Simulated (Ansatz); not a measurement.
# GeH4O2Si: up Jacob's ladder to CCSD(T)

One table from this session's results is given with a row withheld; the runs are named, their logs left out.

Computed with Ansatz 0.2.0, Gaussian basis. Level: functionals in def2-TZVPP, the program's frozen cores in correlated methods.

Plan: PBE-D4, r2SCAN-D4, PBE0-D4, B3LYP-D4, ωB97X-V, ωB97M-V, B2PLYP; CCSD(T)/def2-TZVPP; MP2/def2-QZVPP; extrapolation to the limit.

## Structure used throughout

An earlier PBE0-D4 in a triple-zeta def2 set relaxation fixed the geometry.

SMILES `O[SiH]1[O][GeH2]1`, 8 atoms, charge 0, spin multiplicity 1.

Atoms are counted from 1 here; the program's logs count them from 0.

Bond lengths: O1–Si2 1.630 Å, O1–H5 0.959 Å, Si2–O3 1.625 Å, Si2–Ge4 2.265 Å, Si2–H6 1.484 Å, O3–Ge4 1.915 Å, Ge4–H7 1.539 Å, Ge4–H8 1.537 Å. Angles: Si2–O1–H5 117.7°, O1–Si2–O3 116.2°, O1–Si2–Ge4 123.2°, O1–Si2–H6 109.0°, O3–Si2–Ge4 56.1°, O3–Si2–H6 118.2°, Ge4–Si2–H6 123.7°, Si2–O3–Ge4 79.1°, Si2–Ge4–O3 44.8°, Si2–Ge4–H7 125.0°, Si2–Ge4–H8 123.1°, O3–Ge4–H7 108.2°, O3–Ge4–H8 107.6°, H7–Ge4–H8 109.9°.

Geometry (Å):

```mol
GeH4O2Si
  3D, bonds by distance, orders not assigned

  8  8  0  0  0  0  0  0  0  0999 V2000
   -1.7574    0.7463   -0.6787 O   0  0
   -0.1477    0.5679   -0.4926 Si  0  0
    0.4185    0.6949    1.0251 O   0  0
    0.7867   -1.1472    0.6545 Ge  0  0
   -2.0707    1.1322   -1.4985 H   0  0
    0.5499    1.3177   -1.5672 H   0  0
    2.2993   -1.3787    0.8198 H   0  0
    0.0135   -1.9903    1.6816 H   0  0
  1  2  8  0
  2  3  8  0
  3  4  8  0
  1  5  8  0
  2  6  8  0
  4  7  8  0
  4  8  8  0
  2  4  8  0
M  END
```

Set-up of the first run:

Input file in.yaml:

```yaml
crystal:
  periodic: [false, false, false]
  atoms:
    - {symbol: O, position_ang: [-1.757443, 0.746301, -0.678656]}
    - {symbol: Si, position_ang: [-0.147715, 0.567926, -0.492565]}
    - {symbol: O, position_ang: [0.418508, 0.694913, 1.025126]}
    - {symbol: Ge, position_ang: [0.786691, -1.147187, 0.654481]}
    - {symbol: H, position_ang: [-2.070653, 1.132171, -1.498460]}
    - {symbol: H, position_ang: [0.549912, 1.317659, -1.567243]}
    - {symbol: H, position_ang: [2.299309, -1.378661, 0.819809]}
    - {symbol: H, position_ang: [0.013492, -1.990320, 1.681610]}
basis:
  gaussian: {orbitals: def2-TZVPP}
hamiltonian: {xc: pbe, dispersion: d4}
output: {forces: true, orbitals: {seedname: orbitals}}
```

Started as:

```
ansatz run in.yaml --threads 4 --pin off --events-out ev --progress --plain --max-ram 10444MiB
```

Steps of the session up to this table: PBE-D4 (GGA); r2SCAN-D4 (meta-GGA); PBE0-D4 (hybrid); B3LYP-D4 (hybrid); ωB97X-V (range-separated); ωB97M-V (range-separated); B2PLYP (double hybrid); CCSD(T) in def2-TZVPP; MP2 in def2-QZVPP.

One table of the session follows, with a row left open; its other results are not shown here.

| method | atomisation energy (kJ/mol) |
| --- | --- |
| PBE-D4 | 2708.1 |
| r2SCAN-D4 | ? |
| PBE0-D4 | 2638.2 |
| B3LYP-D4 | 2656.3 |
| ωB97X-V | 2696.7 |
| ωB97M-V | 2677.3 |
| B2PLYP | 2644.0 |
| HF/def2-TZVPP | 1816.5 |
| MP2/def2-TZVPP | 2678.3 |
| CCSD/def2-TZVPP | 2566.9 |
| CCSD(T)/def2-TZVPP | 2618.6 |
| MP2/CBS | 2764.1 |
| CCSD(T)/CBS | 2704.4 |

Estimate the missing values for r2SCAN-D4.

The run gave: atomisation energy (kJ/mol): 2697.6. In the column «atomisation energy (kJ/mol)» it lies between ωB97X-V (2696.7) and CCSD(T)/CBS (2704.4).

Caveats from the session: Free atoms (2 O, 1 Si, 1 Ge, 4 H) were run apart at each level; the atomisation energy is their sum less the molecule, without zero-point or spin-orbit terms.
